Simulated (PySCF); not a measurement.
**How the numerical set-up moves the result for Si⁺**

Which parts of the numerical set-up matter for Si⁺? Each run edits the base script.

Program: PySCF 2.14.0. Level of theory: each script names its method and basis. These are calculated values, not measurements.

3 further runs of the same task are left out: 3 that didn't finish.

### 1 The atom

Si⁺: 1 atom, charge 1, spin multiplicity 2.

### 2 The run that the others are compared with

File input.py:

```python
from pyscf import gto, scf, tdscf

mol = gto.M(
    atom='Si 0 0 0',
    basis='x2c-tzvpall',
    charge=1,
    spin=1,
    symmetry=True,
    verbose=3,
)
mf = scf.UHF(mol)
mf = mf.sfx2c1e()
mf.kernel()
td = tdscf.TDA(mf)
td.nstates = 5
td.kernel()
td.analyze()
mf.dip_moment()
print('orbital energies (hartree):', [e[max(0, n-3):n+3].round(4) for e, n in zip(mf.mo_energy, mol.nelec)])
```

Started as:

```sh
> OMP_NUM_THREADS=1 python input.py
```

Its log is not repeated here.

It gives: E(SCF) = -289.169141 Eh, ⟨S²⟩ = 0.750, excitations 4.90, 4.90, 7.04, 9.50, 9.50 eV.

### 3 Density fitting cc-pvdz-jkfit

Variant 1 changes density fitting: none → cc-pvdz-jkfit.

File input.py:

```python
from pyscf import gto, scf, tdscf

mol = gto.M(
    atom='Si 0 0 0',
    basis='x2c-tzvpall',
    charge=1,
    spin=1,
    symmetry=True,
    verbose=3,
)
mf = scf.UHF(mol)
mf = mf.sfx2c1e()
mf = mf.density_fit(auxbasis='cc-pvdz-jkfit')
mf.kernel()
td = tdscf.TDA(mf)
td.nstates = 5
td.kernel()
td.analyze()
mf.dip_moment()
print('orbital energies (hartree):', [e[max(0, n-3):n+3].round(4) for e, n in zip(mf.mo_energy, mol.nelec)])
```

Started as:

```sh
> OMP_NUM_THREADS=1 python input.py
```

### 4 6-31g* (X2C off)

Variant 2 changes basis set: x2c-tzvpall → 6-31g*; spin-free X2C: on → off.

Changes to input.py since step 2:

```diff
@@ -4,3 +4,3 @@
     atom='Si 0 0 0',
-    basis='x2c-tzvpall',
+    basis='6-31g*',
     charge=1,
@@ -11,3 +11,2 @@
 mf = scf.UHF(mol)
-mf = mf.sfx2c1e()
 mf.kernel()
```

### 5 Cartesian functions on

Variant 3 changes Cartesian functions: off → on.

Changes to input.py since step 2:

```diff
@@ -8,2 +8,3 @@
     symmetry=True,
+    cart=True,
     verbose=3,
```

### 6 Density fitting def2-universal-jkfit

Variant 4 changes density fitting: none → def2-universal-jkfit.

Changes to input.py since step 2:

```diff
@@ -12,2 +12,3 @@
 mf = mf.sfx2c1e()
+mf = mf.density_fit(auxbasis='def2-universal-jkfit')
 mf.kernel()
```

### 7 Spin-free X2C off

Variant 5 changes spin-free X2C: on → off.

Changes to input.py since step 2:

```diff
@@ -11,3 +11,2 @@
 mf = scf.UHF(mol)
-mf = mf.sfx2c1e()
 mf.kernel()
```

### 8 Cc-pcvtz (X2C off)

Variant 6 changes basis set: x2c-tzvpall → cc-pcvtz; spin-free X2C: on → off.

Changes to input.py since step 2:

```diff
@@ -4,3 +4,3 @@
     atom='Si 0 0 0',
-    basis='x2c-tzvpall',
+    basis='cc-pcvtz',
     charge=1,
@@ -11,3 +11,2 @@
 mf = scf.UHF(mol)
-mf = mf.sfx2c1e()
 mf.kernel()
```

What does the calculation give? Wanted: for each run, E(SCF); from base; gap, α spin; after the SCF.

As calculated:

```csv
run,E(SCF) (hartree),from base (eV),"gap, α spin (eV)",functions,after the SCF
base,-289.169141,0,8.66,37,lowest root found 4.90 eV
density fitting cc-pvdz-jkfit,-289.169140,0.0000,8.66,37,lowest root found 4.90 eV
6-31g* (X2C off),-288.547056,not comparable,8.66,18,lowest root found 5.02 eV
Cartesian functions on,-289.174379,-0.1425,9.06,n/a,lowest root found 0.30 eV
density fitting def2-universal-jkfit,-289.169188,-0.0013,8.66,37,lowest root found 4.90 eV
spin-free X2C off (poor choice),-288.479030,not comparable,8.65,37,lowest root found 4.85 eV
cc-pcvtz (X2C off),-288.570944,not comparable,8.65,59,lowest root found 4.86 eV
```

What this shows: The SCF energy stays the same, to the digits that matter, with density fitting cc-pvdz-jkfit. Of the runs whose energies can be compared, “Cartesian functions on” moves the SCF energy most (-0.143 eV). Rows marked «poor choice» come from settings spoiled on purpose.
